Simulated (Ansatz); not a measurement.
# C₃H₅FSi: one species, many methods

An exercise on one series of results from a longer session: the logs are not shown, and one member is left open.

Computed with Ansatz 0.2.0, Gaussian basis. Level: functionals in def2-TZVPP, the program's frozen cores in correlated methods.

Levels to be run: PBE-D4, r2SCAN-D4, PBE0-D4, B3LYP-D4, ωB97X-V, ωB97M-V, B2PLYP; CCSD(T)/def2-TZVPP; MP2/def2-QZVPP; extrapolation to the limit.

### Structure used throughout

All runs share one geometry, relaxed beforehand with PBE0-D4 in a triple-zeta def2 set.

SMILES `F/C=C1/C[SiH2]1`, 10 atoms, charge 0, spin multiplicity 1.

Atoms are counted from 1 here; the program's logs count them from 0.

Bond lengths: F1–C2 1.338 Å, C2–C3 1.312 Å, C2–H6 1.087 Å, C3–C4 1.509 Å, C3–Si5 1.806 Å, C4–Si5 1.866 Å, C4–H7 1.088 Å, C4–H8 1.088 Å, Si5–H9 1.478 Å, Si5–H10 1.478 Å. Angles: F1–C2–C3 122.4°, F1–C2–H6 111.5°, C3–C2–H6 126.1°, C2–C3–C4 135.5°, C2–C3–Si5 156.7°, C4–C3–Si5 67.8°, C3–C4–Si5 63.6°, C3–C4–H7 116.8°, C3–C4–H8 116.9°, Si5–C4–H7 119.2°, Si5–C4–H8 119.2°, H7–C4–H8 112.8°, C3–Si5–C4 48.5°, C3–Si5–H9 119.6°, C3–Si5–H10 119.6°, C4–Si5–H9 119.5°, C4–Si5–H10 119.5°, H9–Si5–H10 114.5°.

The first run:

The input, in.yaml:

```yaml
crystal:
  periodic: [false, false, false]
  atoms:
    - {symbol: F, position_ang: [-1.889790, -1.703528, -0.986090]}
    - {symbol: C, position_ang: [-1.228431, -0.545204, -1.088816]}
    - {symbol: C, position_ang: [-0.299749, -0.187780, -0.234181]}
    - {symbol: C, position_ang: [0.605540, 1.008432, -0.066829]}
    - {symbol: Si, position_ang: [0.776003, -0.344278, 1.207670]}
    - {symbol: H, position_ang: [-1.561666, 0.029609, -1.948742]}
    - {symbol: H, position_ang: [1.390107, 1.138840, -0.809862]}
    - {symbol: H, position_ang: [0.132623, 1.947260, 0.215233]}
    - {symbol: H, position_ang: [1.941859, -1.251009, 1.153921]}
    - {symbol: H, position_ang: [0.216508, -0.143543, 2.560795]}
basis:
  gaussian: {orbitals: def2-TZVPP}
hamiltonian: {xc: pbe, dispersion: d4}
output: {forces: true, orbitals: {seedname: orbitals}}
```

On the command line:

```
$ ansatz run in.yaml --threads 4 --pin off --events-out ev --progress --plain --max-ram 10444MiB
```

Among the steps run: PBE-D4 (GGA); r2SCAN-D4 (meta-GGA); PBE0-D4 (hybrid); B3LYP-D4 (hybrid); ωB97X-V (range-separated); ωB97M-V (range-separated); B2PLYP (double hybrid); CCSD(T) in def2-TZVPP; MP2 in def2-QZVPP.

One table of the session follows, with a row left open; its other results are not shown here.

| method | atomisation energy (eV) |
| --- | --- |
| PBE-D4 | 41.062 |
| r2SCAN-D4 | 40.122 |
| PBE0-D4 | 40.188 |
| B3LYP-D4 | 39.838 |
| ωB97X-V | ? |
| ωB97M-V | 39.990 |
| B2PLYP | 39.432 |
| HF/def2-TZVPP | 28.748 |
| MP2/def2-TZVPP | 39.563 |
| CCSD/def2-TZVPP | 38.024 |
| CCSD(T)/def2-TZVPP | 38.726 |
| MP2/CBS | 40.592 |
| CCSD(T)/CBS | 39.755 |

Q: Estimate the row for ωB97X-V from the others.

As computed: atomisation energy (eV): 39.983. In the column «atomisation energy (eV)» it lies between B3LYP-D4 (39.838) and ωB97M-V (39.990).
